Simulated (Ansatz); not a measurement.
Born–Oppenheimer molecular dynamics of a periodic cell of 30 atoms, CaScSi3HO9 (host CaScSi3HO9, host structure P-1). It goes on from the last frame of an earlier run, with new velocities.

These are results of Ansatz 0.2.0, DFT LDA, scalar-relativistic, plane waves, PAW, not measurements. Settings: accuracy low, cutoff 420 eV, k mesh 2x2x2, fermi-dirac smearing 0.05 eV, no spin polarisation.

```json
{
 "ensemble": "NVE (velocity Verlet)",
 "time step": "0.5 fs",
 "steps asked": "200",
 "starting velocities drawn for": "1920 K",
 "seed": "949188"
}
```

First frame:

```xyz
30
Lattice="7.0039 0.0000 0.0000 -0.2335 7.2796 0.0000 -0.4868 -1.9438 7.4742" Properties=species:S:1:pos:R:3
Ca 1.763 5.145 5.006
Ca 4.587 0.246 2.607
Sc 2.271 1.735 4.994
Sc 4.178 3.779 2.497
Si 1.341 0.361 1.951
Si 5.208 5.151 5.313
Si 0.731 3.241 2.226
Si 5.528 2.035 5.459
Si 2.167 5.224 0.470
Si 4.002 -0.107 7.027
H 6.573 5.804 2.353
H -0.249 0.020 4.916
O 4.309 5.189 3.989
O 2.129 0.080 3.240
O 4.091 2.020 4.168
O 1.850 3.456 3.448
O 2.774 -0.018 6.044
O 3.529 4.961 1.214
O 6.772 6.809 2.409
O -0.173 -1.392 5.179
O 6.001 3.483 2.617
O -0.340 1.060 4.835
O 1.646 3.006 6.300
O 4.105 1.903 1.134
O 0.901 1.902 1.409
O 5.694 3.636 5.653
O 0.969 4.406 1.122
O 4.709 1.481 6.686
O 1.917 6.944 0.745
O 4.817 -1.391 6.651
```

Question: What does the run give?

Answer: The run went to its last step.

* steps done: 200
* time covered: 100 fs
* mean temperature over the second half: 1567 K
* spread of the potential energy over the second half: 16.2 meV per atom
* mean potential energy of the second half above the start: 44.1 meV per atom

The conserved energy stayed within 0.15 meV per atom of its start (net change 0.14 meV per atom), so the integration is sound. A run of 0.1 ps of so small a system gives no equilibrium averages. Limits of this set-up: low accuracy level.

Question: What happens to the structure?

Answer: Mean squared displacements from the first frame to the last, about the centre of mass: Ca 0.21 Å², Sc 0.28 Å², Si 0.15 Å², H 0.72 Å², O 0.26 Å². Another seed would give other details.

Question: How do temperature and energy run in time?

Answer: 
```
time (fs)  T (K)  potential energy less start (eV)  conserved less start (meV/atom)
        0   1920                             0.000                             0.00
        3   1819                             0.379                             0.05
        6   1732                             0.706                             0.06
        9   1665                             0.957                             0.04
       12   1636                             1.065                             0.05
       15   1586                             1.252                             0.05
       18   1525                             1.481                             0.01
       21   1434                             1.822                             0.02
       24   1294                             2.348                             0.01
       27   1153                             2.880                             0.10
       30   1272                             2.432                             0.06
       33   1492                             1.603                             0.00
       36   1603                             1.188                             0.03
       39   1620                             1.126                             0.02
       42   1543                             1.416                             0.08
       45   1496                             1.589                             0.05
       48   1426                             1.853                             0.09
       51   1536                             1.441                             0.03
       54   1665                             0.960                             0.06
       57   1719                             0.752                            -0.04
       60   1671                             0.934                             0.06
       63   1729                             0.718                             0.04
       66   1725                             0.730                             0.02
       69   1662                             0.967                             0.01
       72   1565                             1.330                             0.02
       75   1523                             1.490                             0.10
       78   1634                             1.073                            -0.02
       81   1640                             1.050                             0.02
       84   1459                             1.732                             0.08
       87   1297                             2.339                             0.06
       90   1324                             2.239                             0.11
       93   1516                             1.512                            -0.04
       96   1502                             1.566                             0.02
       99   1443                             1.792                             0.10
```

The run took 23 min on 2 threads of Arm Neoverse V2, with other jobs on the host, peak memory 1.1 GiB.
